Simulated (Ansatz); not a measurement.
# ZnSiH3OF (SMILES [F][Zn][O][SiH3]) at HF/Sapporo-DZP (sfX2C)

Aim: the vertical ionisation energy of ZnSiH3OF at HF/Sapporo-DZP (sfX2C), from 2 runs. 

The results are computed with Ansatz 0.2.0.

2 further runs of the same task are left out: 1 that didn't finish, 1 set aside as unsound or not needed.

## Step 1: The structure to begin with

ZnSiH3OF: 7 atoms, total charge 0, spin state singlet. As SMILES, `[F][Zn][O][SiH3]`. Geometry: relaxed at PBE0-D4/def2-TZVP.

Bond lengths: F1–Zn2 1.735 Å, Zn2–O3 1.746 Å, O3–Si4 1.628 Å, Si4–H5 1.486 Å, Si4–H6 1.491 Å, Si4–H7 1.491 Å. Angles: F1–Zn2–O3 177.5°, Zn2–O3–Si4 142.6°, O3–Si4–H5 108.8°, O3–Si4–H6 111.3°, O3–Si4–H7 111.3°, H5–Si4–H6 108.8°, H5–Si4–H7 108.8°, H6–Si4–H7 107.7°.

## Step 2: Energy and gradient at HF/Sapporo-DZP (sfX2C)

Contents of molecule.yaml:

```yaml
crystal:
  periodic: [false, false, false]
  atoms:
    - {symbol: F, position_ang: [-0.271900, -3.235000, 1.835900]}
    - {symbol: Zn, position_ang: [-0.419400, -1.764100, 0.927600]}
    - {symbol: O, position_ang: [-0.642200, -0.299700, 0.002700]}
    - {symbol: Si, position_ang: [0.148400, 1.009100, -0.555500]}
    - {symbol: H, position_ang: [-0.806200, 1.856400, -1.316000]}
    - {symbol: H, position_ang: [0.720900, 1.813000, 0.561800]}
    - {symbol: H, position_ang: [1.270400, 0.620300, -1.456600]}
basis:
  gaussian:
    orbitals: Sapporo-DZP.json
scf:
  lower_state_search: standard
accuracy: high
hamiltonian:
  xc: hf
  pseudopotentials: {relativity: scalar}
output: {forces: true}
```

The basis set Sapporo-DZP is read from a file made from the Basis Set Exchange's data (not shown).

The run is started by

```console
$ ansatz run molecule.yaml --threads 1 --pin off --max-ram 2610MiB --events-out events.jsonl --progress --plain --runs-dir runs
```

Output:

```text
Warning: RAYON_NUM_THREADS=1 ignored (pool sized by the plan → 1); use --threads N
Functional definition: HF
  name "HF"
  exchange = exact_x
  correlation = 0
2214 factors; integrals over basis functions are off by at most 1.1e-8 eV
mean field evaluation 1: about -61403.8055 eV, gradient 4.6e1 eV
mean field evaluation 2: about -61403.9064 eV, gradient 4.6e1 eV
mean field evaluation 4: about -61407.8074 eV, gradient 5.1e0 eV
mean field evaluation 8: about -61407.8592 eV, gradient 6.7e-1 eV
mean field evaluation 16: about -61407.8600 eV, gradient 1.2e-8 eV
mean field -61407.85999887 eV, -2256.6972312161 hartree, gradient 2.1e-8 eV, S^2 0.000000; 0 other end points of the search recorded, 0 dependent functions left out
the calculation of the forces begins
reference -61407.85999887 eV, -2256.6972312161 hartree; 32, 32 occupied and 69, 69 virtual orbitals, 2214 factors
Total energy: -61407.85999887 eV, -2256.6972312161 hartree
Relativity: scalar
Atom 0 at    -0.271900    -3.235000     1.835900 Å, force    -0.008089     0.216266    -0.129858 eV/Å
Atom 1 at    -0.419400    -1.764100     0.927600 Å, force    -0.029464    -0.449712     0.257496 eV/Å
Atom 2 at    -0.642200    -0.299700     0.002700 Å, force     0.094505     0.085820    -0.025234 eV/Å
Atom 3 at     0.148400     1.009100    -0.555500 Å, force    -0.117497     0.168302    -0.128634 eV/Å
Atom 4 at    -0.806200     1.856400    -1.316000 Å, force     0.093694     0.008262     0.020383 eV/Å
Atom 5 at     0.720900     1.813000     0.561800 Å, force    -0.006388    -0.037785    -0.036409 eV/Å
Atom 6 at     1.270400     0.620300    -1.456600 Å, force    -0.026761     0.008848     0.042256 eV/Å
Dipole moment:     0.038302     0.127642    -0.065049 e Å
```

It took 16 s on 1 thread of Arm Neoverse V1, shared host; peak memory 0.35 GiB.

## Step 3: The doublet cation, same level

molecule.yaml: that of step 2 with these lines changed.

```diff
@@ -13,5 +13,6 @@
     orbitals: Sapporo-DZP.json
-scf:
-  lower_state_search: standard
-accuracy: high
+total_charge: 1
+magnetization:
+  spin_polarized: true
+  initial_magnetization: 1
 hamiltonian:
@@ -19,2 +20,5 @@
   pseudopotentials: {relativity: scalar}
+accuracy: high
+scf:
+  lower_state_search: standard
 output: {forces: true}
```

The basis set Sapporo-DZP is read from a file made from the Basis Set Exchange's data (not shown).

The run is started by

```console
$ ansatz run molecule.yaml --threads 1 --pin off --max-ram 2610MiB --events-out events.jsonl --progress --plain --runs-dir runs
```

Output, cut to the lines that bear on the results:

```text
Warning: RAYON_NUM_THREADS=1 ignored (pool sized by the plan → 1); use --threads N
[... 2 set-up lines as earlier in the session ...]
[...]
2214 factors; integrals over basis functions are off by at most 1.1e-8 eV
[...]
mean field -61397.91932139 eV, -2256.3319180566 hartree, gradient 2.9e-8 eV, S^2 0.764590; 4 other end points of the search recorded, 0 dependent functions left out
[...]
reference -61397.91932139 eV, -2256.3319180566 hartree; 32, 31 occupied and 69, 70 virtual orbitals, 2214 factors
Total energy: -61397.91932139 eV, -2256.3319180566 hartree
Relativity: scalar
Atom 0 at    -0.271900    -3.235000     1.835900 Å, force    -0.058307     1.067964    -0.646222 eV/Å
Atom 1 at    -0.419400    -1.764100     0.927600 Å, force     0.272276    -4.196320     2.550847 eV/Å
Atom 2 at    -0.642200    -0.299700     0.002700 Å, force    -1.794315    -0.707179    -0.067530 eV/Å
Atom 3 at     0.148400     1.009100    -0.555500 Å, force     2.175171     5.707779    -2.780371 eV/Å
Atom 4 at    -0.806200     1.856400    -1.316000 Å, force     0.007518    -0.452079     0.269156 eV/Å
Atom 5 at     0.720900     1.813000     0.561800 Å, force    -0.299649    -0.715056     0.329423 eV/Å
Atom 6 at     1.270400     0.620300    -1.456600 Å, force    -0.302695    -0.705108     0.344698 eV/Å
Dipole moment:     0.077611     1.113820    -0.636318 e Å
```

Run time: 32 s. Hardware: 1 thread of Arm Neoverse V1, shared host; peak memory 0.62 GiB.

## Step 4: Results

Level: HF/Sapporo-DZP (sfX2C).

```
                                          quantity           value
                    singlet ZnSiH3OF: total energy  -2256.69723 Eh
                   singlet ZnSiH3OF: dipole moment          0.71 D
        singlet ZnSiH3OF: largest force on an atom      0.519 eV/Å
                      doublet cation: total energy  -2256.33192 Eh
                              doublet cation: ⟨S²⟩           0.765
          doublet cation: largest force on an atom      6.711 eV/Å
vertical ionisation energy (to the doublet cation)        9.941 eV
```

What this shows: The vertical ionisation energy comes to 9.94 eV (229 kcal/mol). The largest force (singlet ZnSiH3OF) is 0.52 eV/Å: the shape isn't a stationary point for this species at this level. Mulliken charges (singlet ZnSiH3OF) run from -0.85 on O3 to +1.24 on Zn2.
